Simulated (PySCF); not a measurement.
# Cl3HSi (Trichlorosilane): the cost of one run

Programs: PySCF 2.14.0, with density-fitted response routines of our own. Each step states its level of theory. These are calculated values for one molecule, in the gas phase or a continuum, unless marked as measured. Atoms count from 0, in the outputs and in this text.

### 1 Starting geometry

5 atoms, charge 0, multiplicity 1; geometry from: GFN2-xTB. The atoms were then displaced at random by about 0.01 Å, so the start is not that level's minimum.

Bonds of the start (Å): Cl0–Si1 1.98, Si1–Cl2 2.02, Si1–Cl3 2.05, Si1–H4 1.44.

### 2 Geometry optimisation at PBE0-D3(BJ)/def2-TZVP

What the job is given:

```
{"job": {"xc": "PBE0", "basis": "def2-TZVP", "d3": "d3bj", "grid": 2, "shake": 0.01, "kind": "geom"}, "charge": 0, "multiplicity": 1}
Cl    -0.679120     1.716870    -0.616510
Si    -0.013060    -0.004230     0.103420
Cl    -1.099300    -1.522740    -0.664270
Cl     1.959540    -0.217500    -0.400690
H     -0.134490    -0.006380     1.540170
```

Run with:

```console
OMP_NUM_THREADS=1 python probes_run.py task.json out
```

One launch serves the whole session: the jobs run in the order shown.

**Question.** How long does this first job take on 1 thread of Intel Xeon 6975P-C, shared host, and how much memory does it need?

About 24 s, with a peak of 0.57 GiB.
